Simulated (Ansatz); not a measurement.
The system is B.

```xyz
1
Lattice="2.3461 0.0000 0.0000 0.0000 2.3461 0.0000 0.0000 0.0000 1.5858" Properties=species:S:1:pos:R:3 pbc="T T T"
B     1.1731    1.1731    0.7929
```

The cell was built by a generator and needn't be a form met in nature.

```yaml
Program: Ansatz 0.2.0
Task: relaxation of cell and atoms
Functional: HSE03
Potentials_or_basis: Ansatz PAW
Cutoff: "420 eV (not typed: the program's choice for these potentials)"
k_mesh: 6 × 6 × 8
Occupations: fermi-dirac, width 0.05 eV
Spin: no spin polarisation
```

At the start: volume 8.73 Å³/atom.

**Question.** Where does the relaxation end?

**Answer.** It ends after 5 steps and the volume is 8.88 Å³/atom (+1.8 %); space group P4/mmm (No. 123, to 0.05 Å).

The path:
```tsv
step	energy change (eV)	largest force (eV/Å)	volume (Å³)
1	0.0000	0.0000	8.73
2	-0.0021	0.0000	8.83
3	-0.0021	0.0000	8.92
4	-0.0022	0.0000	8.88
5	-0.0024	0.0000	8.88
```

Final structure:
```yaml
crystal:
  lattice:
    - [2.37204, 0.00000, 0.00000]
    - [0.00000, 2.37204, 0.00000]
    - [0.00000, 0.00000, 1.57901]
  atoms:
    - { symbol: B, position: [0.50000, 0.50000, 0.50000] }
```

Caveat: the k mesh is coarse (spacing up to 0.50 Å⁻¹), so the values aren't converged, least of all with exact exchange; the plane-wave basis is chosen anew once the cell has moved, so the energies of steps on either side of that aren't comparable; the PAW data sets come from PBE, with cores solved anew for the run's functional, which leaves a small shift of forces and pressure.
